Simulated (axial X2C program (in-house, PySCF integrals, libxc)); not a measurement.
# Linear SnNC⁺ at several levels

Aim: the two bond lengths and stretching wavenumbers of linear SnNC⁺, with and without spin–orbit coupling, at PBE0, HF, BHandHLYP, MP2.

Method: all-electron X2C, two-component (2c) or spin-free, Sn dyall-v3z, N dyall-av3z, C dyall-v3z; program: an in-house X2C program for linear molecules on PySCF integrals.

All values are calculated.

1 further run of the same task is left out (set aside as unsound or not needed).

### 1 The job

The input, task.json:

```json
{"zs": [50, 7, 6], "q": 1, "bas": ["dyall-v3z", "dyall-av3z", "dyall-v3z"], "r0": [2.06, 1.17], "symm": 0, "scan": ["PBE0", "HF", "BHandHLYP"], "levels": ["PBE0", "HF", "PBE"], "nst": 2}
```

Keys: zs atomic numbers; q charge; bas basis sets; r0 starting distance in Å; symm equal bonds; scan levels of the two-bond scan (MP2 follows by itself at each HF point); levels methods; nst determinants followed.

Run with:

```
> python solin.py task.json out
```

Masses Sn 119.902, N 14.003, C 12.000 u.

### 2 Scan at PBE0, 2c

State: Ω = 0 (all partner blocks equally filled). Energies above the lowest point, from the job's result record:

```csv
r(Sn–N) (Å),r(N–C) (Å),E (meV)
1.9451,1.1632,68.34
1.9451,1.1930,25.91
1.9451,1.2228,67.44
1.9950,1.1632,40.18
1.9950,1.1930,0.00
1.9950,1.2228,43.71
1.9950,1.2527,156.76
2.0449,1.1632,64.53
2.0449,1.1930,26.43
2.0449,1.2228,72.17
2.0948,1.1930,94.23
2.0948,1.2527,258.65
```

A quadratic surface with cubic terms in each bond gives the minimum at 1.993 and 1.192 Å, force constants 3.39, 15.3 and coupling 0.22 mdyn/Å.

### 3 Scan at HF, 2c

State: Ω = 0 (all partner blocks equally filled). Energies above the lowest point, from the job's result record:

```csv
r(Sn–N) (Å),r(N–C) (Å),E (meV)
1.9451,1.1632,8.58
1.9451,1.1930,25.16
1.9451,1.2228,127.98
1.9950,1.1632,0.00
1.9950,1.1930,20.27
1.9950,1.2228,126.72
1.9950,1.2527,304.79
2.0449,1.1632,46.15
2.0449,1.1930,69.92
2.0449,1.2228,179.78
2.0948,1.1930,162.72
2.0948,1.2527,460.38
```

A quadratic surface with cubic terms in each bond gives the minimum at 1.976 and 1.172 Å, force constants 3.78, 17.5 and coupling 0.37 mdyn/Å.

### 4 Scan at BHandHLYP, 2c

State: Ω = 0 (all partner blocks equally filled). Energies above the lowest point, from the job's result record:

```csv
r(Sn–N) (Å),r(N–C) (Å),E (meV)
1.9451,1.1632,21.41
1.9451,1.1930,15.08
1.9451,1.2228,92.41
1.9950,1.1632,3.60
1.9950,1.1930,0.00
1.9950,1.2228,79.97
1.9950,1.2527,229.06
2.0449,1.1632,39.26
2.0449,1.1930,38.20
2.0449,1.2228,120.63
2.0948,1.1930,118.59
2.0948,1.2527,356.97
```

A quadratic surface with cubic terms in each bond gives the minimum at 1.984 and 1.179 Å, force constants 3.58, 16.3 and coupling 0.26 mdyn/Å.

### 5 Comparison

| level | r(Sn–N) (Å) | r(N–C) (Å) | lower stretch (cm⁻¹) | upper stretch (cm⁻¹) |
| --- | --- | --- | --- | --- |
| PBE0, 2c | 1.993 | 1.192 | 509.4 | 2038.0 |
| HF, 2c | 1.976 | 1.172 | 540.0 | 2171.7 |
| BHandHLYP, 2c | 1.984 | 1.179 | 524.3 | 2104.4 |
| MP2, 2c | 1.988 | 1.203 | 514.6 | 1981.6 |
| PBE0, spin-free | 1.993 | 1.192 | 509.9 | 2038.0 |
| HF, spin-free | 1.976 | 1.172 | 540.0 | 2171.5 |
| BHandHLYP, spin-free | 1.984 | 1.179 | 524.5 | 2104.2 |
| MP2, spin-free | 1.988 | 1.203 | 514.7 | 1981.4 |

Scans not shown above were run alike.

In words: Over the levels the Sn–N bond spans 1.976 to 1.993 Å and the N–C bond 1.172 to 1.203 Å. At PBE0 spin–orbit coupling leaves both bonds unchanged to 0.001 Å. Each state is one determinant, the lowest of a limited PBE0 search; the stretches come from a fit to few points and are good to some per cent at best. MP2 freezes inner shells (threshold -2 hartree). The molecule was held linear; bending was not examined, so a bent shape may lie lower.
